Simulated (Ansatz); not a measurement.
**ScSi2 (AlB2 type): how the settings move a single-point run**

How sensitive is a single-point run of ScSi2 (AlB2 type) to its settings? A reference run comes first, then five runs with altered input.

Method: reference: DFT PBE, scalar-relativistic, plane waves, PAW, unless a step's input says otherwise, in Ansatz 0.2.0.

1 further run of the same task is left out (set aside as unsound or not needed). Runs told in other sessions of the task aren't counted.

## 1. The starting structure

The structure is hexagonal, space group P6/mmm (No. 191). The conventional cell has a = 4.033 Å, b = 4.033 Å, c = 3.631 Å, α = 90.00°, β = 90.00°, γ = 120.00°. Sc (site symmetry 6/mmm) has 12 Si at 2.95 Å in its first shell of neighbours. Si (site symmetry -6m2) is surrounded by 3 Si at 2.33 Å and 6 Sc at 2.95 Å.

Coordinates:

```cif
data_structure
_symmetry_space_group_name_H-M 'P6/mmm'
_symmetry_Int_Tables_number 191
_cell_length_a 4.0335
_cell_length_b 4.0335
_cell_length_c 3.6309
_cell_angle_alpha 90.000
_cell_angle_beta 90.000
_cell_angle_gamma 120.000
_cell_volume 51.16
loop_
_atom_site_label
_atom_site_type_symbol
_atom_site_symmetry_multiplicity
_atom_site_Wyckoff_symbol
_atom_site_fract_x
_atom_site_fract_y
_atom_site_fract_z
_atom_site_occupancy
Sc1 Sc 1 a 0.00000 0.00000 0.00000 1
Si1 Si 2 d 0.33333 0.66667 0.50000 1
```

## 2. The reference run

Input file input.yaml:

```yaml
crystal:
  lattice:
    - [4.0334597719, 0.0, 0.0]
    - [-2.016729886, 3.4930786276, 0.0]
    - [0.0, 0.0, 3.630918848]
  atoms:
    - { symbol: Sc, position: [0.0, 0.0, 0.0] }
    - { symbol: Si, position: [0.3333333333, 0.6666666667, 0.5] }
    - { symbol: Si, position: [0.6666666667, 0.3333333333, 0.5] }
basis:
  ecutwfc: 420
  ecutrho_ratio: 4
kpoints:
  mp_grid: { grid: [10, 10, 10] }
  band_path:
    path:
      - [[0.0, 0.0, 0.0], [0.5, 0.0, 0.0], [0.33333333, 0.33333333, 0.0], [0.0, 0.0, 0.0], [0.0, 0.0, 0.5], [0.5, 0.0, 0.5], [0.33333333, 0.33333333, 0.5], [0.0, 0.0, 0.5]]
      - [[0.5, 0.0, 0.5], [0.5, 0.0, 0.0]]
      - [[0.33333333, 0.33333333, 0.5], [0.33333333, 0.33333333, 0.0]]
    npoints: 14
hamiltonian:
  xc: pbe
scf:
  occupations: { method: gaussian, width: 0.05 }
  n_extra_bands: 12
output:
  forces: true
  stress: true
  eigenvalues: true
  populations: true
  dos: { projected: true, de: 0.02, nscf_kmesh: { grid: [15, 15, 15] } }
  bader: true
  write_density: true
  write_potential: true
  elf: true
  volumetric_format: npy
```

Run with:

```
ansatz run input.yaml --threads 2 --pin off --max-ram 2662MiB --backend cpu --events-out ev --progress --plain --runs-dir out
```

Excerpt of the output:

```text
[...]
Basis set: ecut = 420 eV, 985 PW (Γ), exchange–correlation on 54×54×50 points (8 copies of the dense FFT grid, shifted against one another)
[...]
k-points: 84 of 1000
[...]
SCF iter   1: F=—  HF=-3408.558783 eV  |F-HF|=—  |Δ(HF+E_count)|=         —  Δρ=2.05e-3  dr2=1.96e-3  ethr=1.77e-3  ⟨swp⟩=5.1  Hψ=9484  notcnv=0  defer=49
preconditioner: auto → none  [metal: Δε(μ)=0.028 eV  Ē_g=10.423 eV  σ=0.050 eV  W_gap=0.31  n_scr=8 (ndim 8)  ℏωp=17.2 eV  f_vac=0.000  D(μ)=1.18/eV (n_scr^D=8)  sad-step TF]
SCF iter   2: F=—  HF=-3408.558231 eV  |F-HF|=—  |Δ(HF+E_count)|=   5.52e-4  Δρ=1.20e-3  dr2=8.96e-4  ethr=1.03e-5  ⟨swp⟩=1.1  Hψ=2526  notcnv=0  defer=211
[...]
SCF iter   5: F=—  HF=-3408.558042 eV  |F-HF|=—  |Δ(HF+E_count)|=   9.50e-6  Δρ=3.61e-5  dr2=1.03e-6  ethr=6.69e-8  ⟨swp⟩=1.2  Hψ=1498  notcnv=0  defer=211
SCF iter   6: F=-3408.558042 eV  HF=-3408.558042 eV  |F-HF|=5.62e-9  |Δ(HF+E_count)|=   2.21e-7  Δρ=3.65e-6  dr2=8.59e-9  ethr=5.26e-10  ⟨swp⟩=10.0  Hψ=11080  notcnv=0
[...]
SCF converged after 6 iterations
Free energy (F): -3408.558042 eV
[...]
E sigma→0 (E₀):  -3408.557321 eV
[...]
Fermi energy:    10.735104 eV
[...]
  P = ⅓ Tr σ = -0.0003 GPa (-0.003 kbar)
[...]
```

Run time: 15 s. Hardware: 2 threads of Arm Neoverse V1, shared host; peak memory 0.39 GiB.

## 3. Changed: lower_state_search standard, n_extra_bands 1

Input file input.yaml:

```yaml
crystal:
  lattice:
    - [4.033459771895, 2.886756443111e-11, 0.0]
    - [-2.016729885973, 3.49307862759, 0.0]
    - [0.0, 0.0, 3.630918848]
  atoms:
    - { symbol: Sc, position: [0.0, 0.0, 0.0] }
    - { symbol: Si, position: [0.3333333333333, 0.6666666666667, 0.5] }
    - { symbol: Si, position: [0.6666666666667, 0.3333333333333, 0.5] }
basis:
  ecutwfc: 420
  ecutrho_ratio: 4
kpoints:
  mp_grid: { grid: [10, 10, 10] }
hamiltonian:
  xc: pbe
scf:
  occupations: { method: gaussian, width: 0.05 }
  lower_state_search: standard
  n_extra_bands: 1
output:
  forces: true
  stress: true
```

Run with:

```
ansatz run input.yaml --threads 2 --pin off --max-ram 2662MiB --backend cpu --events-out ev --progress --plain --runs-dir out
```

What it wrote, shortened:

```text
Warning: RAYON_NUM_THREADS=2 ignored (pool sized by the plan → 2); use --threads N
scf.n_extra_bands = 1 over 10 filled bands (N_el = 19.0): the run solves 11 bands
[...]
Pseudopotentials: kind: paw
Pseudopotential: Sc, paw, valence charge 11, recommended cutoff 420 eV (normal), Sc.paw.azcp
Pseudopotential: Si, paw, valence charge 4, recommended cutoff 420 eV (normal), Si.paw.azcp
Functional definition: PBE
[...]
Crystal: 3 atoms, lattice volume = 51.157 Å³
Basis set: ecut = 420 eV, 985 PW (Γ), exchange–correlation on 54×54×50 points (8 copies of the dense FFT grid, shifted against one another)
Bands: 11, of which v1, the nominal top of the filled ones, is band 10 counted from 1 (9 counted from 0)
Symmetry: 24 space group operations
Space group: P6/mmm (ITA 191), of the structure as read, at distance tolerance 3.7e-5 Å
k-points: 84 of 1000
[...]
SCF iter   1: F=—  HF=-3408.558848 eV  |F-HF|=—  |Δ(HF+E_count)|=         —  Δρ=2.00e-3  dr2=1.95e-3  ethr=1.77e-3  ⟨swp⟩=5.0  Hψ=5478  notcnv=0
[...]
SCF iter   6: F=-3408.558042 eV  HF=-3408.558042 eV  |F-HF|=6.67e-9  |Δ(HF+E_count)|=   1.29e-8  Δρ=5.16e-6  dr2=1.37e-8  ethr=5.26e-10  ⟨swp⟩=2.9  Hψ=3813  notcnv=0
[...]
SCF converged after 6 iterations
Free energy (F): -3408.558042 eV
[...]
E sigma→0 (E₀):  -3408.557321 eV
Entropy (-TS):   -0.001442 eV (-0.481 meV/atom)
Fermi energy:    10.735146 eV
[...]
--- Forces (eV/Å), atoms counted from 1 ---
  atom   1  Sc     0.00000000     0.00000000     0.00000000
  atom   2  Si     0.00000000     0.00000000     0.00000000
  atom   3  Si    -0.00000000    -0.00000000     0.00000000
[...]
--- Stress (GPa, compression-positive) ---
       -0.001187       0.000000       0.000000
        0.000000      -0.001187       0.000000
        0.000000       0.000000       0.001619
  P = ⅓ Tr σ = -0.0003 GPa (-0.003 kbar)
--- Band table (eV; the first three rows and the last of 84) ---
  k-point 0: bands = ["-39.0358", "-17.6886", "-17.6886", "-17.6220", "-1.7222", "7.1974", "7.1974", "9.1715", "9.5865", "9.6606", "11.4645"]
[...]
```

Wall time 1.9 s (2 threads of Arm Neoverse V1, shared host); peak memory 0.33 GiB.

The changed input (search for lower states and band count) leaves the energy the same to the digits printed.

## 4. Changed: hubbard.sites [{species: Sc, l: d, u_eff: 3.0}], hubbard.double_counting fll

Input file input.yaml:

```yaml
crystal:
  lattice:
    - [4.033459771895, 2.886756443111e-11, 0.0]
    - [-2.016729885973, 3.49307862759, 0.0]
    - [0.0, 0.0, 3.630918848]
  atoms:
    - { symbol: Sc, position: [0.0, 0.0, 0.0] }
    - { symbol: Si, position: [0.3333333333333, 0.6666666666667, 0.5] }
    - { symbol: Si, position: [0.6666666666667, 0.3333333333333, 0.5] }
basis:
  ecutwfc: 420
  ecutrho_ratio: 4
kpoints:
  mp_grid: { grid: [10, 10, 10] }
hamiltonian:
  xc: pbe
  hubbard: { sites: [{ species: Sc, l: d, u_eff: 3.0 }], double_counting: fll }
scf:
  occupations: { method: gaussian, width: 0.05 }
output:
  forces: true
  stress: true
```

Run with:

```
ansatz run input.yaml --threads 2 --pin off --max-ram 2662MiB --backend cpu --events-out ev --progress --plain --runs-dir out
```

What it wrote, shortened:

```text
Warning: RAYON_NUM_THREADS=2 ignored (pool sized by the plan → 2); use --threads N
Sc: projections on atomic orbitals take those of the free atom [Ne] 3s2 3p6 3d1 4s2, of charge +0.00 (hamiltonian.pseudopotentials.projection_atoms); the dataset's partial waves leave at most 3.7e-7 of an orbital's norm unspanned inside its sphere
Si: projections on atomic orbitals take those of the free atom [Ne] 3s2 3p2, of charge +0.00 (hamiltonian.pseudopotentials.projection_atoms); the dataset's partial waves leave at most 6.1e-8 of an orbital's norm unspanned inside its sphere
[...]
Pseudopotentials: kind: paw
Pseudopotential: Sc, paw, valence charge 11, recommended cutoff 420 eV (normal), Sc.paw.azcp
Pseudopotential: Si, paw, valence charge 4, recommended cutoff 420 eV (normal), Si.paw.azcp
Functional definition: PBE
[...]
Crystal: 3 atoms, lattice volume = 51.157 Å³
[...]
Space group: P6/mmm (ITA 191), of the structure as read, at distance tolerance 3.7e-5 Å
k-points: 84 of 1000
[...]
SCF iter   1: F=—  HF=-3406.395772 eV  |F-HF|=—  |Δ(HF+E_count)|=         —  Δρ=3.43e-2  dr2=1.06e0  ethr=3.10e-3  ⟨swp⟩=5.2  Hψ=6735  notcnv=0
[...]
SCF iter   7: F=-3406.207157 eV  HF=-3406.207157 eV  |F-HF|=7.28e-8  |Δ(HF+E_count)|=   5.14e-7  Δρ=1.22e-5  dr2=4.38e-8  ethr=5.26e-10  ⟨swp⟩=3.2  Hψ=4519  notcnv=0
[...]
SCF converged after 7 iterations
Free energy (F): -3406.207157 eV
[...]
E sigma→0 (E₀):  -3406.205977 eV
Entropy (-TS):   -0.002361 eV (-0.787 meV/atom)
Fermi energy:    11.061236 eV
[...]
--- Forces (eV/Å), atoms counted from 1 ---
  atom   1  Sc     0.00000000    -0.00000000     0.00000000
  atom   2  Si     0.00000000     0.00000000     0.00000000
  atom   3  Si    -0.00000000    -0.00000000     0.00000000
[...]
--- Stress (GPa, compression-positive) ---
        3.780812       0.000000       0.000000
        0.000000       3.780812       0.000000
        0.000000       0.000000       2.768834
  P = ⅓ Tr σ = 3.4435 GPa (34.435 kbar)
Occupation matrices written to <dir>
```

It took 2.7 s on 2 threads of Arm Neoverse V1, shared host; peak memory 0.39 GiB.

Changing the Hubbard U and double counting of the Hubbard term moves the energy by +783.6 meV/atom, and the pressure goes from 0.0 to 3.4 GPa. The U term adds an energy of its own, so the shift says nothing about which run is better.

## 5. Variant: ecutwfc 300 eV

Input file input.yaml:

```yaml
crystal:
  lattice:
    - [4.033459771895, 2.886756443111e-11, 0.0]
    - [-2.016729885973, 3.49307862759, 0.0]
    - [0.0, 0.0, 3.630918848]
  atoms:
    - { symbol: Sc, position: [0.0, 0.0, 0.0] }
    - { symbol: Si, position: [0.3333333333333, 0.6666666666667, 0.5] }
    - { symbol: Si, position: [0.6666666666667, 0.3333333333333, 0.5] }
basis:
  ecutwfc: "300 eV"
  ecutrho_ratio: 4
kpoints:
  mp_grid: { grid: [10, 10, 10] }
hamiltonian:
  xc: pbe
scf:
  occupations: { method: gaussian, width: 0.05 }
output:
  forces: true
  stress: true
```

Run with:

```
ansatz run input.yaml --threads 2 --pin off --max-ram 2662MiB --backend cpu --events-out ev --progress --plain --runs-dir out
```

What it wrote, shortened:

```text
Warning: basis.ecutwfc = 300 eV is below the records' recommended 420 eV, and the density's cutoff is lower with it unless basis.ecutrho_ratio is high enough to keep the records' density cutoff: compare with a run at a higher cutoff
Warning: basis.ecutrho_ratio = 4 (ecutrho = 1200 eV) is below the records' recommended 1680 eV
Warning: RAYON_NUM_THREADS=2 ignored (pool sized by the plan → 2); use --threads N
[...]
Pseudopotentials: kind: paw
Pseudopotential: Sc, paw, valence charge 11, recommended cutoff 420 eV (normal), Sc.paw.azcp
Pseudopotential: Si, paw, valence charge 4, recommended cutoff 420 eV (normal), Si.paw.azcp
Functional definition: PBE
[...]
Crystal: 3 atoms, lattice volume = 51.157 Å³
Basis set: ecut = 300 eV, 611 PW (Γ), exchange–correlation on 48×48×48 points (8 copies of the dense FFT grid, shifted against one another)
Bands: 14, of which v1, the nominal top of the filled ones, is band 10 counted from 1 (9 counted from 0)
Symmetry: 24 space group operations
Space group: P6/mmm (ITA 191), of the structure as read, at distance tolerance 3.7e-5 Å
k-points: 84 of 1000
[...]
SCF iter   1: F=—  HF=-3408.499081 eV  |F-HF|=—  |Δ(HF+E_count)|=         —  Δρ=2.37e-3  dr2=1.95e-3  ethr=1.77e-3  ⟨swp⟩=5.2  Hψ=6634  notcnv=0
[...]
SCF iter   6: F=-3408.498797 eV  HF=-3408.498797 eV  |F-HF|=2.54e-9  |Δ(HF+E_count)|=   1.50e-8  Δρ=1.68e-6  dr2=3.03e-9  ethr=1.42e-10  ⟨swp⟩=2.0  Hψ=3720  notcnv=0
[...]
SCF converged after 6 iterations
Free energy (F): -3408.498797 eV
[...]
E sigma→0 (E₀):  -3408.498082 eV
Entropy (-TS):   -0.001430 eV (-0.477 meV/atom)
Fermi energy:    10.738895 eV
[...]
--- Forces (eV/Å), atoms counted from 1 ---
  atom   1  Sc    -0.00000000     0.00000000     0.00000000
  atom   2  Si     0.00000000     0.00000000     0.00000000
  atom   3  Si    -0.00000000    -0.00000000     0.00000000
[...]
--- Stress (GPa, compression-positive) ---
       -0.029837       0.000000       0.000000
        0.000000      -0.029837       0.000000
        0.000000       0.000000      -0.116791
  P = ⅓ Tr σ = -0.0588 GPa (-0.588 kbar)
```

Run time: 1.1 s. Hardware: 2 threads of Arm Neoverse V1, shared host; peak memory 0.31 GiB.

Changing the cutoff moves the energy by +19.7 meV/atom. The lower cutoff gives the higher energy: the smaller basis describes the state less well. The log warns that the cutoff is under what these potentials recommend, so the shift is basis error. These settings are too coarse to quote as the system's properties.

## 6. Changing settings: ecutrho_ratio 9

Input file input.yaml:

```yaml
crystal:
  lattice:
    - [4.033459771895, 2.886756443111e-11, 0.0]
    - [-2.016729885973, 3.49307862759, 0.0]
    - [0.0, 0.0, 3.630918848]
  atoms:
    - { symbol: Sc, position: [0.0, 0.0, 0.0] }
    - { symbol: Si, position: [0.3333333333333, 0.6666666666667, 0.5] }
    - { symbol: Si, position: [0.6666666666667, 0.3333333333333, 0.5] }
basis:
  ecutwfc: 420
  ecutrho_ratio: 9
kpoints:
  mp_grid: { grid: [10, 10, 10] }
hamiltonian:
  xc: pbe
scf:
  occupations: { method: gaussian, width: 0.05 }
output:
  forces: true
  stress: true
```

Run with:

```
ansatz run input.yaml --threads 2 --pin off --max-ram 2662MiB --backend cpu --events-out ev --progress --plain --runs-dir out
```

What it wrote, shortened:

```text
Warning: RAYON_NUM_THREADS=2 ignored (pool sized by the plan → 2); use --threads N
[...]
Pseudopotentials: kind: paw
Pseudopotential: Sc, paw, valence charge 11, recommended cutoff 420 eV (normal), Sc.paw.azcp
Pseudopotential: Si, paw, valence charge 4, recommended cutoff 420 eV (normal), Si.paw.azcp
Functional definition: PBE
[...]
Crystal: 3 atoms, lattice volume = 51.157 Å³
Basis set: ecut = 420 eV, 985 PW (Γ), exchange–correlation on 90×90×80 points (8 copies of the dense FFT grid, shifted against one another)
Bands: 14, of which v1, the nominal top of the filled ones, is band 10 counted from 1 (9 counted from 0)
Symmetry: 24 space group operations
Space group: P6/mmm (ITA 191), of the structure as read, at distance tolerance 3.7e-5 Å
k-points: 84 of 1000
[...]
SCF iter   1: F=—  HF=-3408.558815 eV  |F-HF|=—  |Δ(HF+E_count)|=         —  Δρ=2.03e-3  dr2=1.95e-3  ethr=1.77e-3  ⟨swp⟩=5.2  Hψ=6776  notcnv=0
[...]
SCF iter   6: F=-3408.558041 eV  HF=-3408.558041 eV  |F-HF|=6.89e-9  |Δ(HF+E_count)|=   7.62e-8  Δρ=3.06e-6  dr2=8.67e-9  ethr=5.26e-10  ⟨swp⟩=4.0  Hψ=3578  notcnv=0
[...]
SCF converged after 6 iterations
Free energy (F): -3408.558041 eV
[...]
E sigma→0 (E₀):  -3408.557320 eV
Entropy (-TS):   -0.001442 eV (-0.481 meV/atom)
Fermi energy:    10.735127 eV
[...]
--- Forces (eV/Å), atoms counted from 1 ---
  atom   1  Sc     0.00000000     0.00000000     0.00000000
  atom   2  Si     0.00000000     0.00000000     0.00000000
  atom   3  Si    -0.00000000    -0.00000000     0.00000000
[...]
--- Stress (GPa, compression-positive) ---
       -0.001223       0.000000       0.000000
        0.000000      -0.001223       0.000000
        0.000000       0.000000       0.001534
  P = ⅓ Tr σ = -0.0003 GPa (-0.003 kbar)
```

Run time: 1.7 s. Hardware: 2 threads of Arm Neoverse V1, shared host; peak memory 0.41 GiB.

Changing the numerical grids hardly moves the energy: 0.0 meV/atom.

## 7. Variant: ecutwfc 800 eV, xc_grid 2, xc rpbe

Input file input.yaml:

```yaml
crystal:
  lattice:
    - [4.033459771895, 2.886756443111e-11, 0.0]
    - [-2.016729885973, 3.49307862759, 0.0]
    - [0.0, 0.0, 3.630918848]
  atoms:
    - { symbol: Sc, position: [0.0, 0.0, 0.0] }
    - { symbol: Si, position: [0.3333333333333, 0.6666666666667, 0.5] }
    - { symbol: Si, position: [0.6666666666667, 0.3333333333333, 0.5] }
basis:
  ecutwfc: "800 eV"
  ecutrho_ratio: 4
  xc_grid: 2
kpoints:
  mp_grid: { grid: [10, 10, 10] }
hamiltonian:
  xc: rpbe
scf:
  occupations: { method: gaussian, width: 0.05 }
output:
  forces: true
  stress: true
```

Run with:

```
ansatz run input.yaml --threads 2 --pin off --max-ram 2662MiB --backend cpu --events-out ev --progress --plain --runs-dir out
```

What it wrote, shortened:

```text
Warning: RAYON_NUM_THREADS=2 ignored (pool sized by the plan → 2); use --threads N
[...]
Pseudopotentials: kind: paw
Pseudopotential: Sc, paw, valence charge 11, recommended cutoff 420 eV (normal), Sc.paw.azcp
Pseudopotential: Si, paw, valence charge 4, recommended cutoff 420 eV (normal), Si.paw.azcp
Functional definition: RPBE
[...]
Crystal: 3 atoms, lattice volume = 51.157 Å³
Basis set: ecut = 800 eV, 2657 PW (Γ), exchange–correlation on 80×80×72 points (8 copies of the dense FFT grid, shifted against one another)
Bands: 14, of which v1, the nominal top of the filled ones, is band 10 counted from 1 (9 counted from 0)
Symmetry: 24 space group operations
Space group: P6/mmm (ITA 191), of the structure as read, at distance tolerance 3.7e-5 Å
k-points: 84 of 1000
[...]
SCF iter   1: F=—  HF=-3418.982829 eV  |F-HF|=—  |Δ(HF+E_count)|=         —  Δρ=2.71e-3  dr2=2.86e-3  ethr=1.77e-3  ⟨swp⟩=5.3  Hψ=6887  notcnv=0
[...]
SCF iter   6: F=-3418.982409 eV  HF=-3418.982409 eV  |F-HF|=1.66e-8  |Δ(HF+E_count)|=   1.10e-7  Δρ=4.62e-6  dr2=2.03e-8  ethr=5.26e-10  ⟨swp⟩=2.8  Hψ=3936  notcnv=0
[...]
SCF converged after 6 iterations
Free energy (F): -3418.982409 eV
[...]
E sigma→0 (E₀):  -3418.981676 eV
Entropy (-TS):   -0.001465 eV (-0.488 meV/atom)
Fermi energy:    10.842188 eV
[...]
--- Forces (eV/Å), atoms counted from 1 ---
  atom   1  Sc     0.00000000     0.00000000     0.00000000
  atom   2  Si     0.00000000     0.00000000     0.00000000
  atom   3  Si    -0.00000000    -0.00000000     0.00000000
[...]
--- Stress (GPa, compression-positive) ---
        2.251670       0.000000       0.000000
       -0.000000       2.251670       0.000000
        0.000000       0.000000       2.069024
  P = ⅓ Tr σ = 2.1908 GPa (21.908 kbar)
```

Wall time 4 s (2 threads of Arm Neoverse V1, shared host); peak memory 0.45 GiB.

A change of functional puts the total energy on another scale; the pressure goes from 0.0 to 2.2 GPa. The cutoff and numerical grids changed too.

## 8. Side by side

| run | ending | energy change | pressure (GPa) | gap (eV) | force (eV/Å) | cycles | time |
| --- | --- | --- | --- | --- | --- | --- | --- |
| reference | converged | 0 | 0.0 | 0.00 | 0.00 | 6 | 15 s |
| 1: lower_state_search standard, n_extra_bands 1 | converged | 0.0 meV/atom | 0.0 | 0.00 | 0.00 | 6 | 1.9 s |
| 2: hubbard.sites [{species: Sc, l: d, u_eff: 3.0}], hubbard.double_counting fll | converged | +783.6 meV/atom (Hubbard term changed: no physical gain or loss) | 3.4 | 0.00 | 0.00 | 7 | 2.7 s |
| 3: ecutwfc 300 eV | converged | +19.7 meV/atom | -0.1 | 0.00 | 0.00 | 6 | 1.1 s |
| 4: ecutrho_ratio 9 | converged | 0.0 meV/atom | 0.0 | 0.00 | 0.00 | 6 | 1.7 s |
| 5: ecutwfc 800 eV, xc_grid 2, xc rpbe | converged | not comparable | 2.2 | 0.00 | 0.00 | 6 | 4 s |

Times don't compare one to one where runs were asked for different outputs or read a saved state (see the inputs); cycles may leave out searches for a lower state.

Residual by cycle in the longest SCF loop of each run; runs are numbered as in the table. The quantity is the density residual dr2, in eV.

| cycle | reference | run 1 | run 2 | run 3 | run 4 | run 5 |
| --- | --- | --- | --- | --- | --- | --- |
| 1 | 0.00196 | 0.00195 | 1.06 | 0.00195 | 0.00195 | 0.00286 |
| 2 | 9.0e-4 | 8.5e-4 | 0.196 | 8.7e-4 | 8.6e-4 | 0.00125 |
| 3 | 1.2e-4 | 2.1e-4 | 0.00722 | 4.4e-5 | 1.0e-4 | 1.2e-4 |
| 4 | 1.3e-5 | 2.6e-5 | 0.00144 | 7.9e-7 | 2.8e-6 | 2.0e-6 |
| 5 | 1.0e-6 | 9.8e-7 | 1.5e-5 | 2.7e-8 | 3.0e-7 | 4.8e-7 |
| 6 | 8.6e-9 | 1.4e-8 | 3.3e-6 | 3.0e-9 | 8.7e-9 | 2.0e-8 |
| 7 | - | - | 4.4e-8 | - | - | - |

**Reading.** Of the converged runs whose energies compare with the reference's, «ecutwfc 300 eV» moves the energy most (+19.7 meV/atom). Run 3 ran under the cutoff that the potentials recommend, as the log warns, so basis error is mixed into its values. A changed U is a change of model: its shifts are not errors of convergence. Of the variants the dearest is «ecutwfc 800 eV, xc_grid 2, xc rpbe» (4 s), the cheapest «ecutwfc 300 eV» (1.1 s), on a shared host.
